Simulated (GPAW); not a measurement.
Runs of GPAW 26.7.0 on C. It takes space group Fd-3m (No. 227, cubic). The conventional cell has a = 3.567 Å, b = 3.567 Å, c = 3.567 Å, α = 90.00°, β = 90.00°, γ = 90.00°. Around C (site symmetry -43m) lie 4 C at 1.54 Å. This isn't the form of C at room conditions, which is graphite.

| level | gap on the mesh (eV) | pressure (GPa) | relaxed volume (Å³/atom) |
| --- | --- | --- | --- |
| PBEsol+D4 | 4.05 | 0.1 | 5.57 |
| PBEsol+D3(BJ)+ATM | 4.05 | 0.1 | 5.57 |
| PBEsol+D3 | 4.05 | 0.1 | 5.58 |
| PBEsol | (a) | 0.0 | 5.61 |
| PBEsol+D3(BJ) | 4.05 | 0.1 | 5.56 |

Alike in all rows: task relaxation of cell and atoms; potentials or basis PAW data sets generated in the run's folder for this functional, pw; no spin polarisation; cell relaxed; k mesh 13 × 13 × 13; cutoff (eV) 800; smearing fermi-dirac 0.05 eV.

Q: Estimate the missing entries.

A: (a) 4.04.

Caveats: later steps reuse the first step's grids; an odd mesh through Γ misses points on the zone boundary, where band edges often lie.
